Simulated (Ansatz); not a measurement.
Write a Python script for Ansatz's Python interface that makes an atomisation energy of C2H5NSe, SMILES NC1C[Se]1. Level of theory (for the species named): PBE0, def2-SVPD basis, multiplicity 1.

```yaml
atoms:
  - { symbol: N, position_ang: [-0.1876, 1.2372, -0.3746] }
  - { symbol: C, position_ang: [-0.3779, 0.0461, 0.3854] }
  - { symbol: C, position_ang: [0.7438, -0.8570, 0.2450] }
  - { symbol: Se, position_ang: [-0.7392, -1.5248, -0.7085] }
  - { symbol: H, position_ang: [-1.1625, 1.7540, -0.3842] }
  - { symbol: H, position_ang: [-0.0414, 1.0746, -1.3910] }
  - { symbol: H, position_ang: [-0.7953, 0.1341, 1.4035] }
  - { symbol: H, position_ang: [1.0500, -1.4119, 1.1750] }
  - { symbol: H, position_ang: [1.5987, -0.4986, -0.3678] }
```

`run_tae.py`
```python
"""Energy to split C2H5NSe into its atoms."""

from collections import Counter

import ansatz


def energy_of(molecule, charge=0, unpaired=0):
    calc = (
        molecule.calculation()
        .basis(gaussian="def2-SVPD")
        .functional("pbe0")
    )
    if charge:
        calc = calc.charge(charge)
    if unpaired:
        calc = calc.spin("collinear", total=unpaired)
    report = calc.run(threads=1).report
    if report["published_state_doubts"]:
        print("  doubts:", report["published_state_doubts"])
    return report["free_energy_ev"]

GEOMETRY = """
N    -0.18760    1.23720   -0.37460
C    -0.37790    0.04610    0.38540
C     0.74380   -0.85700    0.24500
Se   -0.73920   -1.52480   -0.70850
H    -1.16250    1.75400   -0.38420
H    -0.04140    1.07460   -1.39100
H    -0.79530    0.13410    1.40350
H     1.05000   -1.41190    1.17500
H     1.59870   -0.49860   -0.36780
"""

c2h5nse = ansatz.Crystal.molecule()
for line in GEOMETRY.strip().splitlines():
    symbol, *xyz = line.split()
    c2h5nse = c2h5nse.atom(symbol, [float(v) for v in xyz])

# unpaired electrons of the ground-state atoms
unpaired = {"N": 3, "C": 2, "Se": 2, "H": 1}
counts = Counter(site.symbol for site in c2h5nse.cartesian_sites)
atom_energy = {s: energy_of(ansatz.Crystal.molecule().atom(s, (0, 0, 0)), 0, unpaired[s]) for s in counts}
whole = energy_of(c2h5nse, 0, 0)
for s, e in atom_energy.items():
    print(f"{s:2s} x{counts[s]}  {e:14.5f} eV")
print(f"C2H5NSe: {whole:.5f} eV")
split = sum(counts[s] * e for s, e in atom_energy.items()) - whole
print(f"atomisation energy (no zero-point term): {23.060548 * split:.1f} kcal/mol, {split / sum(counts.values()):.3f} eV an atom")
```

`python run_tae.py` gives:
```text
N  x1     -1482.47340 eV
C  x2     -1027.54175 eV
Se x1    -65332.19218 eV
H  x5       -13.61361 eV
C2H5NSe: -68971.81805 eV
atomisation energy (no zero-point term): 784.1 kcal/mol, 3.778 eV an atom
```

784.1 kcal/mol from the electronic energies, without the zero-point term.

What to keep in mind:
- Total energies depend on the basis set; only differences at equal settings carry meaning.
- The geometry is a force-field or estimated start, not a minimum of this method, and the basis set is short of its limit. All parts are taken at fixed geometry, without zero-point energy.
- The spin-orbit lowering of heavy atoms is left out.
- The whole script took 7.2 s on 1 thread of Arm Neoverse V1, on a shared host, peak memory 0.34 GiB.
